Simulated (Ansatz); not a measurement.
# NW: the cost of one run

Computed with Ansatz 0.2.0, Gaussian basis. Level: def2-QZVPP, core rule «outside noble gas», up to 5 orbitals frozen.

The runs, in order: UHF; ROHF; CCSD(T) on UHF.

2 further runs of the same task are left out: 2 set aside as unsound or not needed.

### Step 1. The system

The geometry is a PBE0/def2-TZVP stationary point (not a proven minimum). No spin-orbit coupling is included. Elements past krypton take def2 core potentials.

2 atoms, charge 0, spin multiplicity 2.

Atoms are counted from 1 here; the program's logs count them from 0.

Bond lengths: W1–N2 1.646 Å.

### Step 2. UHF

Input file in.yaml:

```yaml
crystal:
  periodic: [false, false, false]
  atoms:
    - {symbol: W, position_ang: [0.000000, 0.000000, 0.000000]}
    - {symbol: N, position_ang: [0.000000, 0.000000, 1.646222]}
basis:
  gaussian: {orbitals: "def2-QZVPP.json"}
magnetization: {spin_polarized: true, initial_magnetization: 1}
hamiltonian: {xc: hf}
output: {orbitals: {seedname: orbitals}}
```

Run with:

```console
ansatz run in.yaml --threads 1 --pin off --events-out ev --progress --plain --max-ram 2560MiB --backend cpu
```

What time and memory should one allow on 1 thread of AMD EPYC 7R13, shared host?

About 27 s, with a peak of 0.31 GiB.
